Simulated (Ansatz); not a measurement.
**CH4CoO+ (triplet): geometry and frequencies at several levels**

Aim: geometry and frequencies at several levels, for CH4CoO+ (triplet), with the cost of each level. Charge +1. Spin multiplicity 3.

Program: Ansatz 0.2.0. Level of theory: the levels named in each step. These are calculated values, not measurements.

### 1 The structure to begin with

Bond lengths: O1–Co3 1.931 Å, C2–Co3 1.786 Å, O1–H4 0.968 Å, O1–H5 0.968 Å, C2–H6 1.094 Å, C2–H7 1.093 Å. Angles: O1–Co3–C2 179.9°, Co3–O1–H4 126.5°, Co3–O1–H5 126.5°, H4–O1–H5 107.0°, Co3–C2–H6 126.4°, Co3–C2–H7 126.5°, H6–C2–H7 107.1°.

Structure file:

```xyz
7

O    -1.1981    0.6748   -1.2009
C     1.2402   -0.6991    1.2448
Co    0.0695   -0.0389    0.0691
H    -1.3142    1.6064   -1.4362
H    -1.8363    0.1686   -1.7234
H     1.9615   -0.1267    1.8349
H     1.3727   -1.7519    1.5090
```

### 2 A rough first relaxation, PBE-D4/def2-SVP

Contents of input.yaml:

```yaml
crystal:
  periodic: [false, false, false]
  atoms:
    - { symbol: O, position_ang: [-1.19811, 0.67477, -1.2009] }
    - { symbol: C, position_ang: [1.24017, -0.6991, 1.24482] }
    - { symbol: Co, position_ang: [0.06946, -0.03894, 0.0691] }
    - { symbol: H, position_ang: [-1.31417, 1.60643, -1.43619] }
    - { symbol: H, position_ang: [-1.83627, 0.16855, -1.72337] }
    - { symbol: H, position_ang: [1.96149, -0.12665, 1.83489] }
    - { symbol: H, position_ang: [1.37271, -1.75186, 1.50895] }
magnetization:
  spin_polarized: true
  initial_magnetization: 2
total_charge: 1
basis:
  gaussian: { orbitals: def2-SVP }
hamiltonian:
  xc: pbe
  dispersion: d4
relax:
  f_tol: 0.03
  max_steps: 200
```

On the command line:

```console
$ ansatz run input.yaml --threads 2 --pin off --max-ram 5120MiB --backend cpu --events-out ev --progress --plain --runs-dir out
```

Further steps of the session: Relaxation, HF/STO-3G; Frequencies, HF/STO-3G; Relaxation, HF/def2-SVP; Frequencies, HF/def2-SVP; Relaxation, LDA/def2-SVP; Frequencies, LDA/def2-SVP; Relaxation, PBE-D4/def2-SVP; Frequencies, PBE-D4/def2-SVP.

Q: Predict the outcome of this session. Wanted: O1–Co3 at PBE-D4/def2-SVP; C2–Co3 at PBE-D4/def2-SVP; frequencies at PBE-D4/def2-SVP.

**Answer**, as computed:

| quantity | value |
| --- | --- |
| O1–Co3 at PBE-D4/def2-SVP | 1.980 Å |
| C2–Co3 at PBE-D4/def2-SVP | 1.783 Å |
| frequencies at PBE-D4/def2-SVP | 85 to 3725 cm⁻¹ |

In words: The O–Co distance spreads over 0.130 Å, from LDA/def2-SVP (shortest) to HF/def2-SVP. No mode is imaginary, so the geometry is a minimum. <S²> exceeds the pure value by up to 2.01: some mean fields break spin symmetry, which blurs their results.
